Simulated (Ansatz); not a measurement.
# AlClH5NOSi: the cost of one run

Method: RKS PBE0/def2-SVP, in Ansatz 0.2.0.

### 1 The starting structure

Bond lengths: Al1–O2 1.780 Å, O2–Si3 1.680 Å, Si3–H4 1.460 Å, Si3–H5 1.460 Å, Si3–H6 1.460 Å, Al1–N7 1.920 Å, N7–H8 1.060 Å, N7–H9 1.060 Å, Al1–Cl10 2.230 Å. Angles: Al1–O2–Si3 125.0°, O2–Al1–N7 120.0°, O2–Al1–Cl10 120.0°, N7–Al1–Cl10 120.0°, O2–Si3–H4 109.5°, O2–Si3–H5 109.5°, O2–Si3–H6 109.5°, H4–Si3–H5 109.4°, H4–Si3–H6 109.4°, H5–Si3–H6 109.4°, Al1–N7–H8 120.0°, Al1–N7–H9 120.0°, H8–N7–H9 120.0°.

Structure file:

```xyz
10

Al    0.0000    0.0000    0.0000
O     0.0000    0.0000    1.7800
Si   -1.3147   -0.4067    2.7436
H    -2.2390   -1.2403    1.9804
H    -0.8506   -1.1432    3.9157
H    -1.9987    0.8095    3.1733
N     1.6627    0.0000   -0.9600
H     2.1293   -0.9179   -1.2118
H     2.1141    0.9179   -1.2382
Cl   -1.9312    0.0000   -1.1150
```

### 2 Preparing the start

Contents of input.yaml:

```yaml
crystal:
  periodic: [false, false, false]
  atoms:
    - { symbol: Al, position_ang: [0.0, 0.0, 0.0] }
    - { symbol: O, position_ang: [0.0, 0.0, 1.78] }
    - { symbol: Si, position_ang: [-1.3147, -0.4067, 2.7436] }
    - { symbol: H, position_ang: [-2.239, -1.2403, 1.9804] }
    - { symbol: H, position_ang: [-0.8506, -1.1432, 3.9157] }
    - { symbol: H, position_ang: [-1.9987, 0.8095, 3.1733] }
    - { symbol: "N", position_ang: [1.6627, 0.0, -0.96] }
    - { symbol: H, position_ang: [2.1293, -0.9179, -1.2118] }
    - { symbol: H, position_ang: [2.1141, 0.9179, -1.2382] }
    - { symbol: Cl, position_ang: [-1.9312, 0.0, -1.115] }
basis:
  gaussian: { orbitals: def2-SVP }
hamiltonian:
  xc: pbe0
relax:
  f_tol: 0.02
  max_steps: 40
```

Run with:

```bash
> ansatz run input.yaml --threads 2 --pin off --max-ram 3072MiB --backend cpu --events-out ev --progress --plain --runs-dir out
```

What time and memory should one allow on 2 threads of Arm Neoverse V2, shared host?

About 67 s, with a peak of 0.23 GiB.
